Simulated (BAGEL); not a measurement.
# C3H10Si (trimethylsilane), step by step

Aim: the energy (HF/cc-pVDZ), then the energy (NEVPT2(2,2)/cc-pVDZ) of C3H10Si (trimethylsilane). 

Program for the calculation: BAGEL 1.2.2.

1 further run of the same task is left out (set aside as unsound or not needed).

**1. Starting point**

C3H10Si has 14 atoms, charge 0, and is taken as a singlet. SMILES: `C[SiH](C)C`. The C1–H6 distance was set to 2.076 Å, away from the relaxed value. At this shape a bond of the SMILES string is far longer than usual.

Bond lengths: C1–Si2 1.874 Å, Si2–C3 1.874 Å, Si2–C4 1.874 Å, C1–H5 1.093 Å, C1–H7 1.094 Å, Si2–H8 1.494 Å, C3–H9 1.094 Å, C3–H10 1.093 Å, C3–H11 1.093 Å, C4–H12 1.093 Å, C4–H13 1.094 Å, C4–H14 1.093 Å. Some angles: C1–Si2–C3 110.3°, C1–Si2–C4 110.3°, C3–Si2–C4 110.3°, C1–Si2–H8 108.6°, C3–Si2–H8 108.6°, C4–Si2–H8 108.6°, Si2–C1–H5 111.2°, Si2–C1–H7 110.9°, Si2–C3–H9 110.9°, Si2–C3–H10 111.1°.

**2. A single-point energy at HF/cc-pVDZ (density fitting with svp-jkfit) (run 1)**

Contents of calc.json:

```json
{ "bagel" : [

{
  "title" : "molecule",
  "basis" : "cc-pvdz.json",
  "df_basis" : "svp-jkfit",
  "geometry" : [
    { "atom" : "C", "xyz" : [ -1.48648881,  0.31773855, -2.56654854 ] },
    { "atom" : "Si", "xyz" : [ -0.31863806, -1.75566895,  0.05506851 ] },
    { "atom" : "C", "xyz" : [  2.66372771, -0.43531731,  1.43248988 ] },
    { "atom" : "C", "xyz" : [  0.22465820, -5.04776084, -1.12884491 ] },
    { "atom" : "H", "xyz" : [ -3.24639075, -0.41056190, -3.36495783 ] },
    { "atom" : "H", "xyz" : [ -2.16543717,  3.96596822, -1.29087192 ] },
    { "atom" : "H", "xyz" : [ -0.09716216,  0.42866547, -4.09250239 ] },
    { "atom" : "H", "xyz" : [ -2.28527604, -1.84013971,  2.07991005 ] },
    { "atom" : "H", "xyz" : [  4.15585546, -0.34196484,  0.00574666 ] },
    { "atom" : "H", "xyz" : [  3.34856446, -1.60808134,  2.98849037 ] },
    { "atom" : "H", "xyz" : [  2.36590687,  1.47330608,  2.16286903 ] },
    { "atom" : "H", "xyz" : [ -1.50916552, -5.85524081, -1.90779002 ] },
    { "atom" : "H", "xyz" : [  1.65744855, -5.06779193, -2.61813807 ] },
    { "atom" : "H", "xyz" : [  0.87321221, -6.28817706,  0.38973901 ] }
  ]
},
{
  "title" : "hf"
},
{
  "title" : "print",
  "file" : "orbitals.molden",
  "orbitals" : true
}

]}
```

The basis set cc-pVDZ is read from a file made from the Basis Set Exchange's data (not shown).

Started as:

```bash
BAGEL_NUM_THREADS=1 BAGEL calc.json > calc.out
```

The log of the run:

```text
* using 1 threads per process

  ===============================================================
  ===============================================================

  *** Geometry ***

  { "atom" : "C", "xyz" : [     -1.486489,      0.317739,     -2.566549 ] },
  { "atom" : "Si", "xyz" : [     -0.318638,     -1.755669,      0.055069 ] },
  { "atom" : "C", "xyz" : [      2.663728,     -0.435317,      1.432490 ] },
  { "atom" : "C", "xyz" : [      0.224658,     -5.047761,     -1.128845 ] },
  { "atom" : "H", "xyz" : [     -3.246391,     -0.410562,     -3.364958 ] },
  { "atom" : "H", "xyz" : [     -2.165437,      3.965968,     -1.290872 ] },
  { "atom" : "H", "xyz" : [     -0.097162,      0.428665,     -4.092502 ] },
  { "atom" : "H", "xyz" : [     -2.285276,     -1.840140,      2.079910 ] },
  { "atom" : "H", "xyz" : [      4.155855,     -0.341965,      0.005747 ] },
  { "atom" : "H", "xyz" : [      3.348564,     -1.608081,      2.988490 ] },
  { "atom" : "H", "xyz" : [      2.365907,      1.473306,      2.162869 ] },
  { "atom" : "H", "xyz" : [     -1.509166,     -5.855241,     -1.907790 ] },
  { "atom" : "H", "xyz" : [      1.657449,     -5.067792,     -2.618138 ] },
  { "atom" : "H", "xyz" : [      0.873212,     -6.288177,      0.389739 ] },

  Number of auxiliary basis functions:      533

  Since a DF basis is specified, we compute 2- and 3-index integrals:
    o Being stored without compression. Storage requirement is 0.052 GB

  Number of basis functions:      110
  Number of electrons      :       42

    * METHOD: MOLECULE                             0.35

  *** RHF ***

  === Nuclear Repulsion ===
   172.6650110231

      * DIIS with orbital gradients will be used.

  === RHF iteration (cc-pvdz.json) ===
      0       -407.93711074          0.01567194           0.11
      1       -408.15820113          0.00865027           0.11
      2       -408.22656934          0.00168368           0.11
      3       -408.23044456          0.00057828           0.11
      4       -408.23083235          0.00009773           0.11
      5       -408.23085831          0.00003438           0.11
      6       -408.23086118          0.00000864           0.11
      7       -408.23086137          0.00000246           0.11
      8       -408.23086138          0.00000086           0.11
      9       -408.23086138          0.00000021           0.11
     10       -408.23086138          0.00000009           0.11
     11       -408.23086138          0.00000004           0.11
     12       -408.23086138          0.00000002           0.11
     13       -408.23086138          0.00000001           0.11
    * SCF iteration converged.

    * Permanent dipole moment:
           (   -0.313414,     0.686583,     0.298064) a.u.

    * METHOD: HF                                   1.82

    * METHOD: PRINT                                0.02

  ===============================================================
```

Wall time 2.3 s (1 thread of Arm Neoverse V2, shared host); peak memory 0.17 GiB.

**3. A single-point energy at NEVPT2(2,2)/cc-pVDZ (density fitting with svp-jkfit) (run 2)**

Contents of job.json:

```json
{ "bagel": [

{
  "title": "molecule",
  "basis": "cc-pvdz.json",
  "df_basis": "svp-jkfit",
  "angstrom": "false",
  "geometry": [
    { "atom": "C", "xyz": [ -1.48648881,  0.31773855, -2.56654854 ] },
    { "atom": "Si", "xyz": [ -0.31863806, -1.75566895,  0.05506851 ] },
    { "atom": "C", "xyz": [  2.66372771, -0.43531731,  1.43248988 ] },
    { "atom": "C", "xyz": [  0.22465820, -5.04776084, -1.12884491 ] },
    { "atom": "H", "xyz": [ -3.24639075, -0.41056190, -3.36495783 ] },
    { "atom": "H", "xyz": [ -2.16543717,  3.96596822, -1.29087192 ] },
    { "atom": "H", "xyz": [ -0.09716216,  0.42866547, -4.09250239 ] },
    { "atom": "H", "xyz": [ -2.28527604, -1.84013971,  2.07991005 ] },
    { "atom": "H", "xyz": [  4.15585546, -0.34196484,  0.00574666 ] },
    { "atom": "H", "xyz": [  3.34856446, -1.60808134,  2.98849037 ] },
    { "atom": "H", "xyz": [  2.36590687,  1.47330608,  2.16286903 ] },
    { "atom": "H", "xyz": [ -1.50916552, -5.85524081, -1.90779002 ] },
    { "atom": "H", "xyz": [  1.65744855, -5.06779193, -2.61813807 ] },
    { "atom": "H", "xyz": [  0.87321221, -6.28817706,  0.38973901 ] }
  ]
},
{ "title": "hf" },
{ "title": "nevpt2", "nstate": 1, "nact": 2, "nclosed": 20, "active": [21, 22], "maxiter": 200, "natocc": "true", "ncore": 8 },
{ "title": "print", "file": "orbitals.molden", "orbitals": "true" }

]}
```

The basis set cc-pVDZ is read from a file made from the Basis Set Exchange's data (not shown).

Started as:

```bash
BAGEL_NUM_THREADS=1 BAGEL job.json > job.out
```

The log of the run:

```text
* using 1 threads per process

  ===============================================================
  ===============================================================

  *** Geometry ***

  { "atom" : "C", "xyz" : [     -1.486489,      0.317739,     -2.566549 ] },
  { "atom" : "Si", "xyz" : [     -0.318638,     -1.755669,      0.055069 ] },
  { "atom" : "C", "xyz" : [      2.663728,     -0.435317,      1.432490 ] },
  { "atom" : "C", "xyz" : [      0.224658,     -5.047761,     -1.128845 ] },
  { "atom" : "H", "xyz" : [     -3.246391,     -0.410562,     -3.364958 ] },
  { "atom" : "H", "xyz" : [     -2.165437,      3.965968,     -1.290872 ] },
  { "atom" : "H", "xyz" : [     -0.097162,      0.428665,     -4.092502 ] },
  { "atom" : "H", "xyz" : [     -2.285276,     -1.840140,      2.079910 ] },
  { "atom" : "H", "xyz" : [      4.155855,     -0.341965,      0.005747 ] },
  { "atom" : "H", "xyz" : [      3.348564,     -1.608081,      2.988490 ] },
  { "atom" : "H", "xyz" : [      2.365907,      1.473306,      2.162869 ] },
  { "atom" : "H", "xyz" : [     -1.509166,     -5.855241,     -1.907790 ] },
  { "atom" : "H", "xyz" : [      1.657449,     -5.067792,     -2.618138 ] },
  { "atom" : "H", "xyz" : [      0.873212,     -6.288177,      0.389739 ] },

  Number of auxiliary basis functions:      533

  Since a DF basis is specified, we compute 2- and 3-index integrals:
    o Being stored without compression. Storage requirement is 0.052 GB

  Number of basis functions:      110
  Number of electrons      :       42

    * METHOD: MOLECULE                             0.35

  *** RHF ***

  === Nuclear Repulsion ===
   172.6650110231

      * DIIS with orbital gradients will be used.

  === RHF iteration (cc-pvdz.json) ===
      0       -407.93711074          0.01567194           0.11
      1       -408.15820113          0.00865027           0.11
      2       -408.22656934          0.00168368           0.11
      3       -408.23044456          0.00057828           0.11
      4       -408.23083235          0.00009773           0.11
      5       -408.23085831          0.00003438           0.11
      6       -408.23086118          0.00000864           0.11
      7       -408.23086137          0.00000246           0.11
      8       -408.23086138          0.00000086           0.11
      9       -408.23086138          0.00000021           0.11
     10       -408.23086138          0.00000009           0.11
     11       -408.23086138          0.00000004           0.11
     12       -408.23086138          0.00000002           0.11
     13       -408.23086138          0.00000001           0.11
    * SCF iteration converged.

    * Permanent dipole moment:
           (   -0.313414,     0.686583,     0.298064) a.u.

    * METHOD: HF                                   1.82

    * freezing 8 orbitals
  ---------------------------
      CASSCF calculation
  ---------------------------

    ==== Active orbitals : =====
         Orbital 21
         Orbital 22
    ============================

    * nstate   :      1
    * nclosed  :     20
    * nact     :      2
    * nvirt    :     88
  === CASSCF iteration (cc-pvdz.json) ===

    * Using the second-order algorithm

      0  0      -408.26088183     2.82e-03      0.04

      1  0      -408.28489772     1.13e-03      0.63

      2  0      -408.28699568     3.62e-04      0.66

      3  0      -408.28707335     9.72e-05      0.66

      4  0      -408.28707763     2.56e-05      0.62

      5  0      -408.28707791     6.75e-06      0.66

      6  0      -408.28707793     1.78e-06      0.67

      7  0      -408.28707794     4.66e-07      0.67

      8  0      -408.28707794     1.22e-07      0.59

      9  0      -408.28707794     3.21e-08      0.56

     10  0      -408.28707794     8.40e-09      0.51

    * Second-order optimization converged. *

     guess   0:   closed 1.                   open ..

  === FCI iteration ===

      0  0      -408.22584388     8.41e-02      0.00
      1  0      -408.28655308     7.37e-03      0.00
      2  0 *    -408.28707794     3.47e-16      0.00

     * ci vector, state   0, <S^2> = 0.0000
       2.     0.9394922594
       .2    -0.3425701309

  === DF-NEVPT2 calculation ===

    * 3-index integral transformation done
    * assembly done

      NEVPT2 correlation energy:   -0.5191260667      0.34

          (+0)     -0.4698314701
          (+0)'    -0.0120479927
          (+1)     -0.0074673945
          (+1)'    -0.0000000000
          (+2)     -0.0003513843
          (-1)     -0.0266644012
          (-1)'     0.0000000000
          (-2)     -0.0027634240

      NEVPT2 total energy:       -408.8062040019

    * METHOD: NEVPT2                               7.10

    * METHOD: PRINT                                0.02

  ===============================================================
```

Run time: 9.6 s. Hardware: 1 thread of Arm Neoverse V2, shared host; peak memory 0.17 GiB.

**4. What came out**

```
                                quantity          value
         run 1, HF/cc-pVDZ: total energy  -408.23086 Eh
        run 1, HF/cc-pVDZ: dipole moment         2.06 D
          run 1, HF/cc-pVDZ: HOMO energy       -9.72 eV
          run 1, HF/cc-pVDZ: LUMO energy        1.49 eV
        run 1, HF/cc-pVDZ: HOMO–LUMO gap       11.21 eV
run 2, NEVPT2(2,2)/cc-pVDZ: total energy  -408.80620 Eh
```
